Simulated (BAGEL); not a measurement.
**C2H6BN (SMILES [BH3-]C#[N+]C): B3LYP/cc-pVDZ (density fitting with qzvpp-jkfit)**

Aim: the energy change on altering one bond length of C2H6BN at B3LYP/cc-pVDZ (density fitting with qzvpp-jkfit), from 2 runs. 

The results are computed with BAGEL 1.2.2.

1 further run of the same task is left out (set aside as unsound or not needed). Runs told in other sessions of the task aren't counted.

**1. The structure to begin with**

The species is C2H6BN (10 atoms), meant as a singlet with charge 0. As SMILES, `[BH3-]C#[N+]C`. The coordinates come from a GFN2-xTB relaxation.

Bond lengths: B1–C2 1.507 Å, C2–N3 1.166 Å, N3–C4 1.393 Å, B1–H5 1.193 Å, B1–H6 1.193 Å, B1–H7 1.193 Å, C4–H8 1.092 Å, C4–H9 1.092 Å, C4–H10 1.092 Å. Some angles: B1–C2–N3 179.7°, C2–N3–C4 179.6°, C2–B1–H5 106.0°, C2–B1–H6 106.3°, C2–B1–H7 106.3°, N3–C4–H8 109.6°, N3–C4–H9 109.6°, N3–C4–H10 109.6°, H5–B1–H6 112.5°, H5–B1–H7 112.6°.

**2. The energy at B3LYP/cc-pVDZ (density fitting with qzvpp-jkfit)**

input.json

```json
{ "bagel": [

{
  "title": "molecule",
  "basis": "cc-pvdz.json",
  "df_basis": "qzvpp-jkfit",
  "angstrom": "true",
  "geometry": [
    { "atom": "B", "xyz": [      -1.072780,       1.180800,      -1.293730 ] },
    { "atom": "C", "xyz": [      -0.283340,       0.320470,      -0.341760 ] },
    { "atom": "N", "xyz": [       0.327180,      -0.349360,       0.391650 ] },
    { "atom": "C", "xyz": [       1.050220,      -1.156210,       1.266500 ] },
    { "atom": "H", "xyz": [      -1.682220,       0.427900,      -1.989340 ] },
    { "atom": "H", "xyz": [      -1.785570,       1.858750,      -0.619240 ] },
    { "atom": "H", "xyz": [      -0.275000,       1.823690,      -1.904190 ] },
    { "atom": "H", "xyz": [       1.455470,      -2.013380,       0.724350 ] },
    { "atom": "H", "xyz": [       1.871370,      -0.582090,       1.700840 ] },
    { "atom": "H", "xyz": [       0.394670,      -1.510580,       2.064920 ] }
  ]
},

{
  "title": "ks",
  "xc_func": "b3lyp"
},

{
  "title": "print",
  "file": "orbitals.molden",
  "orbitals": "true"
}

]}
```

The basis set cc-pVDZ is read from a file made from the Basis Set Exchange's data (not shown).

On the command line:

```sh
$ BAGEL_NUM_THREADS=1 BAGEL input.json > input.out
```

Output:

```text
* using 1 threads per process

  ===============================================================
  ===============================================================

  *** Geometry ***

  { "atom" : "B", "xyz" : [     -2.027260,      2.231389,     -2.444795 ] },
  { "atom" : "C", "xyz" : [     -0.535435,      0.605601,     -0.645833 ] },
  { "atom" : "N", "xyz" : [      0.618281,     -0.660195,      0.740111 ] },
  { "atom" : "C", "xyz" : [      1.984628,     -2.184920,      2.393338 ] },
  { "atom" : "H", "xyz" : [     -3.178935,      0.808614,     -3.759308 ] },
  { "atom" : "H", "xyz" : [     -3.374238,      3.512528,     -1.170194 ] },
  { "atom" : "H", "xyz" : [     -0.519675,      3.446275,     -3.598398 ] },
  { "atom" : "H", "xyz" : [      2.750440,     -3.804737,      1.368823 ] },
  { "atom" : "H", "xyz" : [      3.536377,     -1.099991,      3.214122 ] },
  { "atom" : "H", "xyz" : [      0.745818,     -2.854582,      3.902133 ] },

  Number of auxiliary basis functions:      410

  Since a DF basis is specified, we compute 2- and 3-index integrals:
    o Being stored without compression. Storage requirement is 0.024 GB

  Number of basis functions:       86
  Number of electrons      :       30

    * METHOD: MOLECULE                             0.17

  *** Kohn-Sham DFT ***

    * Removing 17031 points whose weight is below 1.00e-10
    * Grid points: 132029

  === Nuclear Repulsion ===
   102.0822741463

       - DIIS with orbital gradients will be used.

  === KS iteration (b3lyp / cc-pvdz.json) ===
      0       -124.17350281          0.11180411           0.39
      1       -105.59326678          0.14196152           0.38
      2        -91.01477397          0.16911864           0.38
      3       -147.70171243          0.07625105           0.39
      4       -156.77489279          0.07774462           0.38
      5       -157.73641594          0.06347303           0.38
      6       -158.29615604          0.04960503           0.39
      7       -158.93168451          0.03214095           0.40
      8       -159.29128699          0.01355357           0.38
      9       -159.37860034          0.00483767           0.37
     10       -159.39130363          0.00098399           0.37
     11       -159.39170049          0.00018035           0.37
     12       -159.39171544          0.00002081           0.38
     13       -159.39171555          0.00001406           0.38
     14       -159.39171564          0.00000332           0.39
     15       -159.39171565          0.00000050           0.39
     16       -159.39171565          0.00000016           0.39
     17       -159.39171565          0.00000005           0.38
     18       -159.39171565          0.00000001           0.38
    * SCF iteration converged.

    * Permanent dipole moment:
           (   -1.283541,     1.412732,    -1.548694) a.u.

    * METHOD: KS                                   7.96

    * METHOD: PRINT                                0.01

  ===============================================================
```

It took 8.4 s on 1 thread of Arm Neoverse V2, shared host; peak memory 0.5 GiB.

**3. The distorted shape, same level**

input.json

```json
{ "bagel": [

{
  "title": "molecule",
  "basis": "cc-pvdz.json",
  "df_basis": "qzvpp-jkfit",
  "angstrom": "true",
  "geometry": [
    { "atom": "B", "xyz": [      -1.559067,       2.209378,      -0.643167 ] },
    { "atom": "C", "xyz": [      -0.769627,       1.349048,       0.308803 ] },
    { "atom": "N", "xyz": [      -0.159107,       0.679218,       1.042213 ] },
    { "atom": "C", "xyz": [       0.563933,      -0.127632,       1.917063 ] },
    { "atom": "H", "xyz": [      -2.168507,       1.456478,      -1.338777 ] },
    { "atom": "H", "xyz": [      -2.271857,       2.887328,       0.031323 ] },
    { "atom": "H", "xyz": [      -0.761287,       2.852268,      -1.253627 ] },
    { "atom": "H", "xyz": [       1.455470,      -2.013380,       0.724350 ] },
    { "atom": "H", "xyz": [       1.385083,       0.446488,       2.351403 ] },
    { "atom": "H", "xyz": [      -0.091617,      -0.482002,       2.715483 ] }
  ]
},

{
  "title": "ks",
  "xc_func": "b3lyp"
},

{
  "title": "print",
  "file": "orbitals.molden",
  "orbitals": "true"
}

]}
```

The basis set cc-pVDZ is read from a file made from the Basis Set Exchange's data (not shown).

On the command line:

```sh
$ BAGEL_NUM_THREADS=1 BAGEL input.json > input.out
```

Output:

```text
* using 1 threads per process

  ===============================================================
  ===============================================================

  *** Geometry ***

  { "atom" : "B", "xyz" : [     -2.946210,      4.175119,     -1.215409 ] },
  { "atom" : "C", "xyz" : [     -1.454384,      2.549331,      0.583553 ] },
  { "atom" : "N", "xyz" : [     -0.300669,      1.283536,      1.969497 ] },
  { "atom" : "C", "xyz" : [      1.065679,     -0.241190,      3.622724 ] },
  { "atom" : "H", "xyz" : [     -4.097884,      2.752345,     -2.529922 ] },
  { "atom" : "H", "xyz" : [     -4.293188,      5.456259,      0.059192 ] },
  { "atom" : "H", "xyz" : [     -1.438624,      5.390005,     -2.369012 ] },
  { "atom" : "H", "xyz" : [      2.750440,     -3.804737,      1.368823 ] },
  { "atom" : "H", "xyz" : [      2.617428,      0.843740,      4.443508 ] },
  { "atom" : "H", "xyz" : [     -0.173131,     -0.910852,      5.131519 ] },

  Number of auxiliary basis functions:      410

  Since a DF basis is specified, we compute 2- and 3-index integrals:
    o Being stored without compression. Storage requirement is 0.024 GB

  Number of basis functions:       86
  Number of electrons      :       30

    * METHOD: MOLECULE                             0.18

  *** Kohn-Sham DFT ***

    * Removing 15908 points whose weight is below 1.00e-10
    * Grid points: 133152

  === Nuclear Repulsion ===
    99.2455235563

       - DIIS with orbital gradients will be used.

  === KS iteration (b3lyp / cc-pvdz.json) ===
      0       -123.86223901          0.11294680           0.41
      1       -104.12176243          0.12530369           0.39
      2        -88.50082393          0.16502389           0.39
      3       -144.48191802          0.08700750           0.39
      4       -140.30305004          0.17998864           0.40
      5       -158.72978168          0.02750608           0.39
      6       -158.51253175          0.03790094           0.40
      7       -158.83630841          0.02660120           0.40
      8       -159.00938332          0.01978642           0.40
      9       -158.51324657          0.03227863           0.40
     10       -159.21448660          0.00411133           0.40
     11       -159.22011207          0.00209760           0.40
     12       -159.22284475          0.00167221           0.41
     13       -159.22248731          0.00142637           0.42
     14       -159.22416312          0.00005564           0.40
     15       -159.22416458          0.00002223           0.39
     16       -159.22416484          0.00000489           0.39
     17       -159.22416485          0.00000369           0.40
     18       -159.22416484          0.00000547           0.40
     19       -159.22416486          0.00000059           0.40
     20       -159.22416486          0.00000077           0.39
     21       -159.22416486          0.00000009           0.39
     22       -159.22416486          0.00000002           0.39
     23       -159.22416486          0.00000001           0.39
    * SCF iteration converged.

    * Permanent dipole moment:
           (   -0.821564,     0.759168,    -1.440356) a.u.

    * METHOD: KS                                  10.26

    * METHOD: PRINT                                0.01

  ===============================================================
```

It took 11 s on 1 thread of Arm Neoverse V2, shared host; peak memory 0.5 GiB.

**4. What came out**

At B3LYP/cc-pVDZ (density fitting with qzvpp-jkfit):

```
                                                         quantity          value
                                        first shape: total energy  -159.39172 Eh
                                       first shape: dipole moment         6.25 D
                                         first shape: HOMO energy       -7.77 eV
                                         first shape: LUMO energy       -0.17 eV
                                       first shape: HOMO–LUMO gap        7.60 eV
                                    distorted shape: total energy  -159.22416 Eh
                                   distorted shape: dipole moment         4.64 D
                                     distorted shape: HOMO energy       -7.60 eV
                                     distorted shape: LUMO energy       -4.51 eV
                                   distorted shape: HOMO–LUMO gap        3.09 eV
energy change with the C4–H8 bond stretched from 1.092 to 2.403 Å       4.559 eV
```

**Reading.** With the C4–H8 bond stretched from 1.092 to 2.403 Å the energy rises by 4.56 eV (440 kJ/mol). The first shape isn't relaxed at this level, so the change isn't measured from a minimum. A restricted reference can't describe the breaking bond well at this length.
